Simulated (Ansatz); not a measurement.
# Bi2Se3 (Paraguanajuatite): the cost of one run

Computed with Ansatz 0.2.0, driven from Python. Level of theory: DFT PBE, plane waves, PAW.

**1. Starting point**

Symmetry: R-3m, No. 166, trigonal system. Conventional cell: a = 4.143 Å, b = 4.143 Å, c = 28.636 Å, α = 90.00°, β = 90.00°, γ = 120.00°. Bi (site symmetry 3m) is surrounded by 6 Se at 2.85 to 3.07 Å. Se (site symmetry -3m) is surrounded by 6 Bi at 3.07 Å. Se (site symmetry 3m) is surrounded by 3 Bi at 2.85 Å.

No structure file is read: the coordinates are typed or built in the script.

**2. The script**

The input, run_eos.py:

```python
import logging
import sys
import warnings

import ansatz as az
import numpy as np
from pymatgen.analysis.eos import EOS

logging.basicConfig(stream=sys.stdout, format="%(levelname)s:%(name)s:%(message)s")
logger = logging.getLogger("calc")
logger.setLevel(logging.INFO)

vectors0 = np.array([
    [2.0715, 1.19598108, 9.54533333],
    [-2.0715, 1.19598108, 9.54533333],
    [0.0, -2.39196217, 9.54533333],
])
sites = [
    ("Bi", (0.4008, 0.4008, 0.4008)),
    ("Bi", (0.5992, 0.5992, 0.5992)),
    ("Se", (0.0, 0.0, 0.0)),
    ("Se", (0.2117, 0.2117, 0.2117)),
    ("Se", (0.7883, 0.7883, 0.7883)),
]


def make_crystal(cell):
    crystal = az.Crystal(lattice=az.Lattice.of(cell))
    for symbol, position in sites:
        crystal = crystal.atom(symbol, position)
    return crystal


def main() -> None:
    warnings.simplefilter("ignore", az.DeckWarning)

    volumes, energies, pressures = [], [], []
    for scale in np.linspace(0.95, 1.07, 5):
        cell = vectors0 * scale ** (1 / 3)
        setup = (
            make_crystal(cell).calculation()
            .functional("PBE")
            .occupations("Fixed")
            .basis(500)
            .kpoints(6, 6, 6)
            .stress()
        )
        report = setup.run(threads=1).report
        volumes.append(abs(np.linalg.det(cell)) / len(sites))
        energies.append(report["free_energy_ev"] / len(sites))
        pressures.append(np.trace(report["stress_gpa"]) / 3)
        logger.info(f"V = {volumes[-1]:8.4f} A^3/atom  F = {energies[-1]:.5f} eV/atom  P = {pressures[-1]:8.3f} GPa")

    for form in ["vinet", "pourier_tarantola", "murnaghan"]:
        fit = EOS(eos_name=form).fit(volumes, energies)
        logger.info(f"{form:18s} V0 {fit.v0:8.4f} A^3/atom  B0 {fit.b0_GPa:7.1f} GPa  B1 {fit.b1:5.2f}")


if __name__ == "__main__":
    main()
```

**3. The calls as engine input**

The package turns the script's settings into the engine's input (first run):

```yaml
crystal:
  lattice:
    - [2.036383046416263, 1.1757062974398322, 9.383516758679265]
    - [-2.036383046416263, 1.1757062974398322, 9.383516758679265]
    - [0.0, -2.351412604710141, 9.383516758679265]
  atoms:
    - { symbol: Bi, position: [0.4008, 0.4008, 0.4008] }
    - { symbol: Bi, position: [0.5992, 0.5992, 0.5992] }
    - { symbol: Se, position: [0.0, 0.0, 0.0] }
    - { symbol: Se, position: [0.2117, 0.2117, 0.2117] }
    - { symbol: Se, position: [0.7883, 0.7883, 0.7883] }
basis:
  ecutwfc: 500.0
kpoints:
  mp_grid:
    grid: [6, 6, 6]
hamiltonian:
  xc: pbe
scf:
  occupations:
    method: fixed
output:
  stress: true
```

**4. The run**

Command:

```console
$ python run_eos.py
```

Q: Estimate wall time and peak memory on 1 thread of Arm Neoverse V1, shared host.

About 77 s, with a peak of 0.68 GiB.
